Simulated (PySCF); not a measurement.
# C3H8BP: the cost of one run

Computed with PySCF 2.14.0, with density-fitted response routines of our own, on a single molecule in the gas phase. Atoms are numbered from 0 throughout.

### Step 1. The starting structure

13 atoms, charge 0, multiplicity 1; geometry from: GFN2-xTB. The atoms were then displaced at random by about 0.01 Å, so the start is not that level's minimum.

Bonds of the start (Å): C0–C1 1.34, C1–C2 1.51, C2–B3 1.53, B3–P4 1.88, C0–H5 1.04, C0–H6 1.09, C1–H7 1.08, C2–H8 1.12, C2–H9 1.08, B3–H10 1.20, P4–H11 1.39, P4–H12 1.40.

### Step 2. Relaxing the molecule at PBE0-D3(BJ)/def2-SVP

What the job is given:

```
{"job": {"xc": "PBE0", "basis": "def2-SVP", "d3": "d3bj", "grid": 1, "shake": 0.01, "kind": "geom"}, "charge": 0, "multiplicity": 1}
C      1.915800    -0.274440     0.860820
C      1.128280    -0.147440    -0.219020
C      0.140160     0.960550    -0.475600
B     -1.327890     0.535320    -0.493690
P     -1.890120    -1.261130    -0.438730
H      2.564430    -1.071870     1.001410
H      1.890330     0.493770     1.637120
H      1.182650    -0.901010    -0.991180
H      0.301270     1.762040     0.292320
H      0.386460     1.418930    -1.426480
H     -2.185350     1.350490    -0.675720
H     -1.055350    -1.740320     0.569320
H     -3.044840    -1.141780     0.349100
```

The run is started by

```console
$ OMP_NUM_THREADS=1 python probes_run.py task.json out
```

One launch serves the whole session: the jobs run in the order shown.

Q: Estimate the wall time and peak memory of this first job on 1 thread of Arm Neoverse V2, shared host.

About 27 s, with a peak of 0.46 GiB.
